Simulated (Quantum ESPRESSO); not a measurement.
Crystal: WAu.

```
W Au
1.0
     0.00000    2.74798    2.74798
     2.74798    0.00000    2.74798
     2.74798    2.74798    0.00000
W Au
1 1
Direct
  0.00000 0.00000 0.00000
  0.75000 0.75000 0.75000
```

The cell was built by a generator and needn't be a form met in nature.

Base run:

| Item | Value |
| --- | --- |
| Program | Quantum ESPRESSO 7.5 |
| Functional | vdW-DF3-opt1 |
| Potentials or basis | SPMS 1.0 PBE |
| Cutoff | 925 eV |
| Density cutoff | 3701 eV |
| k mesh | 8 × 8 × 8 |
| Occupations | fermi-dirac, width 0.2 eV |
| Spin | no spin polarisation |

Its results: band gap on the k mesh none (metal or under the smearing width); pressure 29.0 GPa.

Problem. The run is repeated on the same cell with these changes: functional from vdW-DF3-opt1 to PBEsol; potentials or basis from SPMS 1.0 PBE to PseudoDojo 0.4 SR PBEsol stringent; cutoff from 925 eV to 1034 eV; density cutoff from 3701 eV to 4136 eV. What comes out?

Solution. Band gap on the k mesh none (metal or under the smearing width); pressure 26.3 GPa.

Caveats: the potentials were made for another functional, which shifts forces and pressure (some runs); a pressure of tens of GPa on the cell as given is suspect, and the run, the potentials or the cell itself is likely at fault (some runs); so large a pressure means that the cell lies far from this level's equilibrium, or that cutoff or potentials fall short (some runs).
